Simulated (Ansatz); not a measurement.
# BBrH4O2Si: one species, many methods

One table from this session's results is given with a row withheld; the runs are named, their logs left out.

Program: Ansatz 0.2.0, Gaussian basis. Level of theory: functionals in def2-TZVPP, the program's frozen cores in correlated methods. These are calculated values, not measurements.

The runs, in order: LDA (SPW92), PBE-D4, revPBE-D4, BLYP-D4, r2SCAN-D4, B97M-V, PBE0-D4, B3LYP-D4, r2SCANh-D4, r2SCAN0-D4, HSE06-D4, BHLYP-D4, CAM-B3LYP-D4, LC-ωPBE, ωB97X-V, ωB97M-V, B2PLYP, PBE-QIDH; CCSD(T)/def2-SVP; CCSD(T)/def2-TZVPP; MP2/def2-QZVPP; extrapolation to the limit; RPA on PBE.

## The geometry

All runs share one geometry, relaxed beforehand with PBE0-D4 in a triple-zeta def2 set.

9 atoms, charge 0, spin multiplicity 1.

Atoms are counted from 1 here; the program's logs count them from 0.

Bond lengths: O1–B2 1.347 Å, O1–H6 0.960 Å, B2–Br3 1.961 Å, B2–O4 1.338 Å, O4–Si5 1.659 Å, Si5–H7 1.482 Å, Si5–H8 1.480 Å, Si5–H9 1.482 Å. Angles: B2–O1–H6 113.6°, O1–B2–Br3 119.4°, O1–B2–O4 120.4°, Br3–B2–O4 120.1°, B2–O4–Si5 134.4°, O4–Si5–H7 109.9°, O4–Si5–H8 105.9°, O4–Si5–H9 109.9°, H7–Si5–H8 110.4°, H7–Si5–H9 110.3°, H8–Si5–H9 110.4°.

As a file:

```xyz
9
charge 0, multiplicity 1
O     2.0418    1.1597   -0.6281
B     1.0055    0.5915    0.0179
Br    0.9159    0.6951    1.9741
O     0.0436   -0.0391   -0.6663
Si   -1.3480   -0.8364   -0.2433
H     2.6725    1.5841   -0.0425
H    -2.2690    0.0918    0.4546
H    -1.9503   -1.3027   -1.5121
H    -1.0235   -1.9905    0.6285
```

Set-up of the first run:

File in.yaml:

```yaml
crystal:
  periodic: [false, false, false]
  atoms:
    - {symbol: O, position_ang: [2.041805, 1.159658, -0.628060]}
    - {symbol: B, position_ang: [1.005544, 0.591501, 0.017948]}
    - {symbol: Br, position_ang: [0.915930, 0.695143, 1.974118]}
    - {symbol: O, position_ang: [0.043621, -0.039105, -0.666326]}
    - {symbol: Si, position_ang: [-1.347975, -0.836429, -0.243326]}
    - {symbol: H, position_ang: [2.672467, 1.584133, -0.042478]}
    - {symbol: H, position_ang: [-2.269036, 0.091831, 0.454597]}
    - {symbol: H, position_ang: [-1.950339, -1.302677, -1.512057]}
    - {symbol: H, position_ang: [-1.023519, -1.990455, 0.628484]}
basis:
  gaussian: {orbitals: def2-TZVPP}
hamiltonian: {xc: lda}
output: {orbitals: {seedname: orbitals}}
```

The run is started by

```bash
$ ansatz run in.yaml --threads 2 --pin off --events-out ev --progress --plain --max-ram 32768MiB --backend cpu
```

Steps of the session up to this table: LDA; PBE-D4 (GGA); revPBE-D4 (GGA); BLYP-D4 (GGA); r2SCAN-D4 (meta-GGA); B97M-V (meta-GGA); PBE0-D4 (hybrid); B3LYP-D4 (hybrid); r2SCANh-D4 (hybrid); r2SCAN0-D4 (hybrid); HSE06-D4 (hybrid); BHLYP-D4 (hybrid); CAM-B3LYP-D4 (range-separated); LC-ωPBE (range-separated); ωB97X-V (range-separated); ωB97M-V (range-separated); B2PLYP (double hybrid); PBE-QIDH (double hybrid).

One table of the session follows, with a row left open; its other results are not shown here.

It belongs to the step «Orbital energies across the functionals». 

| functional | HOMO (eV) | gap (eV) |
| --- | --- | --- |
| LDA (SPW92) | -7.40 | 6.28 |
| PBE-D4 | -7.21 | 6.35 |
| revPBE-D4 | -7.14 | 6.40 |
| BLYP-D4 | -7.04 | 6.29 |
| r2SCAN-D4 | -7.56 | 7.18 |
| B97M-V | -7.67 | 6.98 |
| PBE0-D4 | -8.56 | 8.56 |
| B3LYP-D4 | -8.29 | 8.04 |
| r2SCANh-D4 | ? | ? |
| r2SCAN0-D4 | -8.80 | 9.09 |
| HSE06-D4 | -8.16 | 7.79 |
| BHLYP-D4 | -9.75 | 10.54 |
| CAM-B3LYP-D4 | -9.92 | 10.83 |
| LC-ωPBE | -11.34 | 13.47 |
| ωB97X-V | -10.97 | 12.92 |
| ωB97M-V | -10.83 | 12.41 |

Estimate the missing values for r2SCANh-D4.

Worked estimate for «HOMO (eV)». Against the share of exact exchange, r2SCAN-D4 (0, -7.56), r2SCAN0-D4 (0.25, -8.80) give a slope of -4.96 per unit share; at 0.1 the line stands at -8.06.

As computed: HOMO (eV): -8.06; gap (eV): 7.95. In «HOMO (eV)» the line misses by 0.00.
